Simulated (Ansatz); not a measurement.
# YCu: the potential curve near its minimum, part 2 of 2

Aim: the potential curve near its minimum, for YCu, with the cost of each level.

Ansatz 0.2.0, Gaussian bases. The steps go on from the part before.

## 24. Bond length 2.5847 Å, r2SCAN-D4/def2-QZVPP

input.yaml reads:

```yaml
crystal:
  periodic: [false, false, false]
  atoms:
    - { symbol: Cu, position_ang: [0.0, 0.0, 0.0] }
    - { symbol: "Y", position_ang: [0.0, 0.0, 2.5847] }
basis:
  gaussian: { orbitals: def2-QZVPP.json }
hamiltonian:
  xc: r2scan
  dispersion: d4
```

Run with:

```console
> ansatz run input.yaml --threads 4 --pin off --max-ram 10240MiB --backend cpu --events-out ev --progress --plain --runs-dir out
```

The program printed, shortened:

```text
Warning: RAYON_NUM_THREADS=4 ignored (pool sized by the plan → 4); use --threads N
[...]
Functional definition: r2SCAN
[...]
918 factors; their error is unknown
[...]
mean field -45682.56468920 eV, -1678.8032875736 hartree, gradient 1.6e-5 eV, S^2 0.000000; 9 other end points of the search recorded, 0 dependent functions left out
reference -45682.56470173 eV, -1678.8032880341 hartree; 20, 20 occupied and 161, 161 virtual orbitals, 918 factors
Total energy: -45682.57242032 eV, -1678.8035716872 hartree
```

Run time: 8.9 s. Hardware: 4 threads of AMD EPYC 9R14 (Zen 4), shared host; peak memory 0.44 GiB.

## 25. Bond length 2.6524 Å, r2SCAN-D4/def2-QZVPP

Edit input.yaml of step 24 so:

```diff
@@ -4,3 +4,3 @@
     - { symbol: Cu, position_ang: [0.0, 0.0, 0.0] }
-    - { symbol: "Y", position_ang: [0.0, 0.0, 2.5847] }
+    - { symbol: "Y", position_ang: [0.0, 0.0, 2.6524] }
 basis:
```

Run with:

```console
> ansatz run input.yaml --threads 4 --pin off --max-ram 10240MiB --backend cpu --events-out ev --progress --plain --runs-dir out
```

The program printed, shortened:

```text
Warning: RAYON_NUM_THREADS=4 ignored (pool sized by the plan → 4); use --threads N
[...]
[... 1 set-up line as earlier in the session ...]
[...]
918 factors; their error is unknown
[...]
mean field -45682.56657171 eV, -1678.8033567546 hartree, gradient 2.0e-5 eV, S^2 0.000000; 9 other end points of the search recorded, 0 dependent functions left out
reference -45682.56658431 eV, -1678.8033572175 hartree; 20, 20 occupied and 161, 161 virtual orbitals, 918 factors
Total energy: -45682.57439526 eV, -1678.8036442647 hartree
```

It took 11 s on 4 threads of AMD EPYC 9R14 (Zen 4), shared host; peak memory 0.45 GiB.

## 26. Bond length 2.7065 Å, r2SCAN-D4/def2-QZVPP

Edit input.yaml of step 25 so:

```diff
@@ -4,3 +4,3 @@
     - { symbol: Cu, position_ang: [0.0, 0.0, 0.0] }
-    - { symbol: "Y", position_ang: [0.0, 0.0, 2.6524] }
+    - { symbol: "Y", position_ang: [0.0, 0.0, 2.7065] }
 basis:
```

Run with:

```console
> ansatz run input.yaml --threads 4 --pin off --max-ram 10240MiB --backend cpu --events-out ev --progress --plain --runs-dir out
```

The program printed, shortened:

```text
Warning: RAYON_NUM_THREADS=4 ignored (pool sized by the plan → 4); use --threads N
[...]
[... 1 set-up line as earlier in the session ...]
[...]
918 factors; their error is unknown
[...]
mean field -45682.55235202 eV, -1678.8028341907 hartree, gradient 2.3e-5 eV, S^2 0.000000; 9 other end points of the search recorded, 0 dependent functions left out
reference -45682.55236467 eV, -1678.8028346556 hartree; 20, 20 occupied and 161, 161 virtual orbitals, 918 factors
Total energy: -45682.56029626 eV, -1678.8031261360 hartree
```

Run time: 11 s. Hardware: 4 threads of AMD EPYC 9R14 (Zen 4), shared host; peak memory 0.45 GiB.

## 27. Bond length 2.7741 Å, r2SCAN-D4/def2-QZVPP

Edit input.yaml of step 26 so:

```diff
@@ -4,3 +4,3 @@
     - { symbol: Cu, position_ang: [0.0, 0.0, 0.0] }
-    - { symbol: "Y", position_ang: [0.0, 0.0, 2.7065] }
+    - { symbol: "Y", position_ang: [0.0, 0.0, 2.7741] }
 basis:
```

Run with:

```console
> ansatz run input.yaml --threads 4 --pin off --max-ram 10240MiB --backend cpu --events-out ev --progress --plain --runs-dir out
```

The program printed, shortened:

```text
Warning: RAYON_NUM_THREADS=4 ignored (pool sized by the plan → 4); use --threads N
[...]
[... 1 set-up line as earlier in the session ...]
[...]
918 factors; their error is unknown
[...]
mean field -45682.51841405 eV, -1678.8015869932 hartree, gradient 2.5e-5 eV, S^2 0.000000; 9 other end points of the search recorded, 0 dependent functions left out
reference -45682.51842676 eV, -1678.8015874605 hartree; 20, 20 occupied and 161, 161 virtual orbitals, 918 factors
Total energy: -45682.52660231 eV, -1678.8018879064 hartree
```

Wall time 13 s (4 threads of AMD EPYC 9R14 (Zen 4), shared host); peak memory 0.45 GiB.

## 28. Bond length 2.8553 Å, r2SCAN-D4/def2-QZVPP

Edit input.yaml of step 27 so:

```diff
@@ -4,3 +4,3 @@
     - { symbol: Cu, position_ang: [0.0, 0.0, 0.0] }
-    - { symbol: "Y", position_ang: [0.0, 0.0, 2.7741] }
+    - { symbol: "Y", position_ang: [0.0, 0.0, 2.8553] }
 basis:
```

Run with:

```console
> ansatz run input.yaml --threads 4 --pin off --max-ram 10240MiB --backend cpu --events-out ev --progress --plain --runs-dir out
```

The program printed, shortened:

```text
Warning: RAYON_NUM_THREADS=4 ignored (pool sized by the plan → 4); use --threads N
[...]
[... 1 set-up line as earlier in the session ...]
[...]
918 factors; their error is unknown
[...]
mean field -45682.45853558 eV, -1678.7993865001 hartree, gradient 1.1e-5 eV, S^2 0.000000; 9 other end points of the search recorded, 0 dependent functions left out
reference -45682.45854837 eV, -1678.7993869700 hartree; 20, 20 occupied and 161, 161 virtual orbitals, 918 factors
Total energy: -45682.46722626 eV, -1678.7997058768 hartree
```

Run time: 13 s. Hardware: 4 threads of AMD EPYC 9R14 (Zen 4), shared host; peak memory 0.45 GiB.

## 29. Bond length 2.9501 Å, r2SCAN-D4/def2-QZVPP

Edit input.yaml of step 28 so:

```diff
@@ -4,3 +4,3 @@
     - { symbol: Cu, position_ang: [0.0, 0.0, 0.0] }
-    - { symbol: "Y", position_ang: [0.0, 0.0, 2.8553] }
+    - { symbol: "Y", position_ang: [0.0, 0.0, 2.9501] }
 basis:
```

Run with:

```console
> ansatz run input.yaml --threads 4 --pin off --max-ram 10240MiB --backend cpu --events-out ev --progress --plain --runs-dir out
```

The program printed, shortened:

```text
Warning: RAYON_NUM_THREADS=4 ignored (pool sized by the plan → 4); use --threads N
[...]
[... 1 set-up line as earlier in the session ...]
[...]
918 factors; their error is unknown
[...]
mean field -45682.36866350 eV, -1678.7960837619 hartree, gradient 2.0e-5 eV, S^2 0.000000; 8 other end points of the search recorded, 0 dependent functions left out
reference -45682.36867637 eV, -1678.7960842348 hartree; 20, 20 occupied and 161, 161 virtual orbitals, 918 factors
Total energy: -45682.37827636 eV, -1678.7964370281 hartree
```

Run time: 13 s. Hardware: 4 threads of AMD EPYC 9R14 (Zen 4), shared host; peak memory 0.46 GiB.

## 30. Bond length 3.0854 Å, r2SCAN-D4/def2-QZVPP

Edit input.yaml of step 29 so:

```diff
@@ -4,3 +4,3 @@
     - { symbol: Cu, position_ang: [0.0, 0.0, 0.0] }
-    - { symbol: "Y", position_ang: [0.0, 0.0, 2.9501] }
+    - { symbol: "Y", position_ang: [0.0, 0.0, 3.0854] }
 basis:
```

Run with:

```console
> ansatz run input.yaml --threads 4 --pin off --max-ram 10240MiB --backend cpu --events-out ev --progress --plain --runs-dir out
```

The program printed, shortened:

```text
Warning: RAYON_NUM_THREADS=4 ignored (pool sized by the plan → 4); use --threads N
[...]
[... 1 set-up line as earlier in the session ...]
[...]
918 factors; their error is unknown
[...]
mean field -45682.21532164 eV, -1678.7904485527 hartree, gradient 1.7e-5 eV, S^2 0.000000; 8 other end points of the search recorded, 0 dependent functions left out
reference -45682.21533462 eV, -1678.7904490296 hartree; 20, 20 occupied and 161, 161 virtual orbitals, 918 factors
Total energy: -45682.22625586 eV, -1678.7908503779 hartree
```

Run time: 13 s. Hardware: 4 threads of AMD EPYC 9R14 (Zen 4), shared host; peak memory 0.45 GiB.

## 31. Bond length 2.3817 Å, B3LYP-D4/def2-QZVPP

input.yaml reads:

```yaml
crystal:
  periodic: [false, false, false]
  atoms:
    - { symbol: Cu, position_ang: [0.0, 0.0, 0.0] }
    - { symbol: "Y", position_ang: [0.0, 0.0, 2.3817] }
basis:
  gaussian: { orbitals: def2-QZVPP.json }
hamiltonian:
  xc: { name: B3LYP }
  dispersion: d4
```

Run with:

```console
> ansatz run input.yaml --threads 4 --pin off --max-ram 10240MiB --backend cpu --events-out ev --progress --plain --runs-dir out
```

The program printed, shortened:

```text
Warning: RAYON_NUM_THREADS=4 ignored (pool sized by the plan → 4); use --threads N
[...]
Functional definition: B3LYP
[...]
1025 factors; their error is unknown
[...]
mean field -45684.44222907 eV, -1678.8722858913 hartree, gradient 3.1e-5 eV, S^2 0.000000; 1 other end points of the search recorded, 0 dependent functions left out
reference -45684.44240653 eV, -1678.8722924126 hartree; 20, 20 occupied and 161, 161 virtual orbitals, 1025 factors
Total energy: -45684.52380672 eV, -1678.8752838147 hartree
```

Wall time 1.6 s (4 threads of AMD EPYC 9R14 (Zen 4), shared host); peak memory 0.42 GiB.

## 32. Bond length 2.49 Å, B3LYP-D4/def2-QZVPP

Edit input.yaml of step 31 so:

```diff
@@ -4,3 +4,3 @@
     - { symbol: Cu, position_ang: [0.0, 0.0, 0.0] }
-    - { symbol: "Y", position_ang: [0.0, 0.0, 2.3817] }
+    - { symbol: "Y", position_ang: [0.0, 0.0, 2.49] }
 basis:
```

Run with:

```console
> ansatz run input.yaml --threads 4 --pin off --max-ram 10240MiB --backend cpu --events-out ev --progress --plain --runs-dir out
```

The program printed, shortened:

```text
Warning: RAYON_NUM_THREADS=4 ignored (pool sized by the plan → 4); use --threads N
[...]
[... 1 set-up line as earlier in the session ...]
[...]
1025 factors; their error is unknown
[...]
mean field -45684.62218523 eV, -1678.8788991581 hartree, gradient 3.5e-5 eV, S^2 0.000000; 1 other end points of the search recorded, 0 dependent functions left out
reference -45684.62236401 eV, -1678.8789057281 hartree; 20, 20 occupied and 161, 161 virtual orbitals, 1025 factors
Total energy: -45684.70397704 eV, -1678.8819049517 hartree
```

Wall time 1.7 s (4 threads of AMD EPYC 9R14 (Zen 4), shared host); peak memory 0.41 GiB.

## 33. Bond length 2.5847 Å, B3LYP-D4/def2-QZVPP

Edit input.yaml of step 32 so:

```diff
@@ -4,3 +4,3 @@
     - { symbol: Cu, position_ang: [0.0, 0.0, 0.0] }
-    - { symbol: "Y", position_ang: [0.0, 0.0, 2.49] }
+    - { symbol: "Y", position_ang: [0.0, 0.0, 2.5847] }
 basis:
```

Run with:

```console
> ansatz run input.yaml --threads 4 --pin off --max-ram 10240MiB --backend cpu --events-out ev --progress --plain --runs-dir out
```

The program printed, shortened:

```text
Warning: RAYON_NUM_THREADS=4 ignored (pool sized by the plan → 4); use --threads N
[...]
[... 1 set-up line as earlier in the session ...]
[...]
1025 factors; their error is unknown
[...]
mean field -45684.70342345 eV, -1678.8818846075 hartree, gradient 1.6e-5 eV, S^2 0.000000; 1 other end points of the search recorded, 0 dependent functions left out
reference -45684.70360341 eV, -1678.8818912210 hartree; 20, 20 occupied and 161, 161 virtual orbitals, 1025 factors
Total energy: -45684.78578464 eV, -1678.8849113255 hartree
```

Run time: 1.7 s. Hardware: 4 threads of AMD EPYC 9R14 (Zen 4), shared host; peak memory 0.41 GiB.

## 34. Bond length 2.6524 Å, B3LYP-D4/def2-QZVPP

Edit input.yaml of step 33 so:

```diff
@@ -4,3 +4,3 @@
     - { symbol: Cu, position_ang: [0.0, 0.0, 0.0] }
-    - { symbol: "Y", position_ang: [0.0, 0.0, 2.5847] }
+    - { symbol: "Y", position_ang: [0.0, 0.0, 2.6524] }
 basis:
```

Run with:

```console
> ansatz run input.yaml --threads 4 --pin off --max-ram 10240MiB --backend cpu --events-out ev --progress --plain --runs-dir out
```

The program printed, shortened:

```text
Warning: RAYON_NUM_THREADS=4 ignored (pool sized by the plan → 4); use --threads N
[...]
[... 1 set-up line as earlier in the session ...]
[...]
1025 factors; their error is unknown
[...]
mean field -45684.72786097 eV, -1678.8827826699 hartree, gradient 3.8e-5 eV, S^2 0.000000; 1 other end points of the search recorded, 0 dependent functions left out
reference -45684.72804175 eV, -1678.8827893136 hartree; 20, 20 occupied and 161, 161 virtual orbitals, 1025 factors
Total energy: -45684.81108748 eV, -1678.8858411876 hartree
```

Run time: 1.7 s. Hardware: 4 threads of AMD EPYC 9R14 (Zen 4), shared host; peak memory 0.41 GiB.

## 35. Bond length 2.7065 Å, B3LYP-D4/def2-QZVPP

Edit input.yaml of step 34 so:

```diff
@@ -4,3 +4,3 @@
     - { symbol: Cu, position_ang: [0.0, 0.0, 0.0] }
-    - { symbol: "Y", position_ang: [0.0, 0.0, 2.6524] }
+    - { symbol: "Y", position_ang: [0.0, 0.0, 2.7065] }
 basis:
```

Run with:

```console
> ansatz run input.yaml --threads 4 --pin off --max-ram 10240MiB --backend cpu --events-out ev --progress --plain --runs-dir out
```

The program printed, shortened:

```text
Warning: RAYON_NUM_THREADS=4 ignored (pool sized by the plan → 4); use --threads N
[...]
[... 1 set-up line as earlier in the session ...]
[...]
1025 factors; their error is unknown
[...]
mean field -45684.73109340 eV, -1678.8829014594 hartree, gradient 3.0e-5 eV, S^2 0.000000; 1 other end points of the search recorded, 0 dependent functions left out
reference -45684.73127481 eV, -1678.8829081261 hartree; 20, 20 occupied and 161, 161 virtual orbitals, 1025 factors
Total energy: -45684.81549163 eV, -1678.8860030373 hartree
```

Run time: 1.6 s. Hardware: 4 threads of AMD EPYC 9R14 (Zen 4), shared host; peak memory 0.42 GiB.

## 36. Bond length 2.7741 Å, B3LYP-D4/def2-QZVPP

Edit input.yaml of step 35 so:

```diff
@@ -4,3 +4,3 @@
     - { symbol: Cu, position_ang: [0.0, 0.0, 0.0] }
-    - { symbol: "Y", position_ang: [0.0, 0.0, 2.7065] }
+    - { symbol: "Y", position_ang: [0.0, 0.0, 2.7741] }
 basis:
```

Run with:

```console
> ansatz run input.yaml --threads 4 --pin off --max-ram 10240MiB --backend cpu --events-out ev --progress --plain --runs-dir out
```

The program printed, shortened:

```text
Warning: RAYON_NUM_THREADS=4 ignored (pool sized by the plan → 4); use --threads N
[...]
[... 1 set-up line as earlier in the session ...]
[...]
1025 factors; their error is unknown
[...]
mean field -45684.71831970 eV, -1678.8824320346 hartree, gradient 2.8e-5 eV, S^2 0.000000; 1 other end points of the search recorded, 0 dependent functions left out
reference -45684.71850185 eV, -1678.8824387287 hartree; 20, 20 occupied and 161, 161 virtual orbitals, 1025 factors
Total energy: -45684.80514357 eV, -1678.8856227532 hartree
```

It took 1.6 s on 4 threads of AMD EPYC 9R14 (Zen 4), shared host; peak memory 0.42 GiB.

## 37. Bond length 2.8553 Å, B3LYP-D4/def2-QZVPP

Edit input.yaml of step 36 so:

```diff
@@ -4,3 +4,3 @@
     - { symbol: Cu, position_ang: [0.0, 0.0, 0.0] }
-    - { symbol: "Y", position_ang: [0.0, 0.0, 2.7741] }
+    - { symbol: "Y", position_ang: [0.0, 0.0, 2.8553] }
 basis:
```

Run with:

```console
> ansatz run input.yaml --threads 4 --pin off --max-ram 10240MiB --backend cpu --events-out ev --progress --plain --runs-dir out
```

The program printed, shortened:

```text
Warning: RAYON_NUM_THREADS=4 ignored (pool sized by the plan → 4); use --threads N
[...]
[... 1 set-up line as earlier in the session ...]
[...]
1025 factors; their error is unknown
[...]
mean field -45684.68298490 eV, -1678.8811335046 hartree, gradient 1.3e-5 eV, S^2 0.000000; 1 other end points of the search recorded, 0 dependent functions left out
reference -45684.68316789 eV, -1678.8811402296 hartree; 20, 20 occupied and 161, 161 virtual orbitals, 1025 factors
Total energy: -45684.77488354 eV, -1678.8845107176 hartree
```

It took 1.7 s on 4 threads of AMD EPYC 9R14 (Zen 4), shared host; peak memory 0.41 GiB.

## 38. Bond length 2.9501 Å, B3LYP-D4/def2-QZVPP

Edit input.yaml of step 37 so:

```diff
@@ -4,3 +4,3 @@
     - { symbol: Cu, position_ang: [0.0, 0.0, 0.0] }
-    - { symbol: "Y", position_ang: [0.0, 0.0, 2.8553] }
+    - { symbol: "Y", position_ang: [0.0, 0.0, 2.9501] }
 basis:
```

Run with:

```console
> ansatz run input.yaml --threads 4 --pin off --max-ram 10240MiB --backend cpu --events-out ev --progress --plain --runs-dir out
```

The program printed, shortened:

```text
Warning: RAYON_NUM_THREADS=4 ignored (pool sized by the plan → 4); use --threads N
[...]
[... 1 set-up line as earlier in the session ...]
[...]
1025 factors; their error is unknown
[...]
mean field -45684.62059892 eV, -1678.8788408624 hartree, gradient 5.0e-5 eV, S^2 0.000000; 1 other end points of the search recorded, 0 dependent functions left out
reference -45684.62078285 eV, -1678.8788476217 hartree; 20, 20 occupied and 161, 161 virtual orbitals, 1025 factors
Total energy: -45684.72185291 eV, -1678.8825618778 hartree
```

It took 1.7 s on 4 threads of AMD EPYC 9R14 (Zen 4), shared host; peak memory 0.41 GiB.

## 39. Bond length 3.0854 Å, B3LYP-D4/def2-QZVPP

Edit input.yaml of step 38 so:

```diff
@@ -4,3 +4,3 @@
     - { symbol: Cu, position_ang: [0.0, 0.0, 0.0] }
-    - { symbol: "Y", position_ang: [0.0, 0.0, 2.9501] }
+    - { symbol: "Y", position_ang: [0.0, 0.0, 3.0854] }
 basis:
```

Run with:

```console
> ansatz run input.yaml --threads 4 --pin off --max-ram 10240MiB --backend cpu --events-out ev --progress --plain --runs-dir out
```

The program printed, shortened:

```text
Warning: RAYON_NUM_THREADS=4 ignored (pool sized by the plan → 4); use --threads N
[...]
[... 1 set-up line as earlier in the session ...]
[...]
1025 factors; their error is unknown
[...]
mean field -45684.50429650 eV, -1678.8745668273 hartree, gradient 2.6e-5 eV, S^2 0.000000; 1 other end points of the search recorded, 0 dependent functions left out
reference -45684.50448176 eV, -1678.8745736354 hartree; 20, 20 occupied and 161, 161 virtual orbitals, 1025 factors
Total energy: -45684.61865294 eV, -1678.8787693488 hartree
```

Run time: 2 s. Hardware: 4 threads of AMD EPYC 9R14 (Zen 4), shared host; peak memory 0.41 GiB.

## 40. The levels compared

| level | Cu1–Y2 (Å) | rotational constants (MHz) | dipole (D) | CPU time |
| --- | --- | --- | --- | --- |
| PBE0-D4/def2-TZVPP | 2.7065 | 1872.4 | 1.15 | 16 s |

Constants are for the commonest isotopes at the equilibrium geometry; times are CPU times of the relaxations.

## 41. All points

Energy above each level's lowest point, in eV:

| bond length (Å) | PBE0-D4/def2-QZVPP | PBE-D4/def2-QZVPP | r2SCAN-D4/def2-QZVPP | B3LYP-D4/def2-QZVPP |
| --- | --- | --- | --- | --- |
| 2.3817 | 0.2852 | 0.2037 | 0.1893 | 0.2917 |
| 2.49 | 0.1080 | 0.0587 | 0.0501 | 0.1115 |
| 2.5847 | 0.0278 | 0.0057 | 0.0020 | 0.0297 |
| 2.6524 | 0.0035 | 0.0000 | 0.0000 | 0.0044 |
| 2.7065 | 0.0000 | 0.0107 | 0.0141 | 0.0000 |
| 2.7741 | 0.0119 | 0.0394 | 0.0478 | 0.0103 |
| 2.8553 | 0.0452 | 0.0911 | 0.1072 | 0.0406 |
| 2.9501 | 0.1037 | 0.1688 | 0.1961 | 0.0936 |
| 3.0854 | 0.2153 | 0.3037 | 0.3481 | 0.1968 |

From a polynomial through each level's points:

| level | re (Å) | ωe (cm⁻¹) | CPU time of the points |
| --- | --- | --- | --- |
| PBE0-D4/def2-QZVPP | 2.6940 | 175 | 42 s |
| PBE-D4/def2-QZVPP | 2.6350 | 188 | 2.7 min |
| r2SCAN-D4/def2-QZVPP | 2.6236 | 194 | 6.3 min |
| B3LYP-D4/def2-QZVPP | 2.6985 | 172 | 51 s |

## 42. Results

What follows sums up all 2 parts.

```
                    quantity     value
Cu1–Y2 at PBE0-D4/def2-TZVPP   2.706 Å
     re, B3LYP-D4/def2-QZVPP  2.6985 Å
     ωe, B3LYP-D4/def2-QZVPP  172 cm⁻¹
```

**Reading.** The minimum moves by 0.075 Å and the harmonic frequency by 22 cm⁻¹ across the levels. Heavy atoms carry effective core potentials in def2 sets, and spin-orbit coupling is left out.
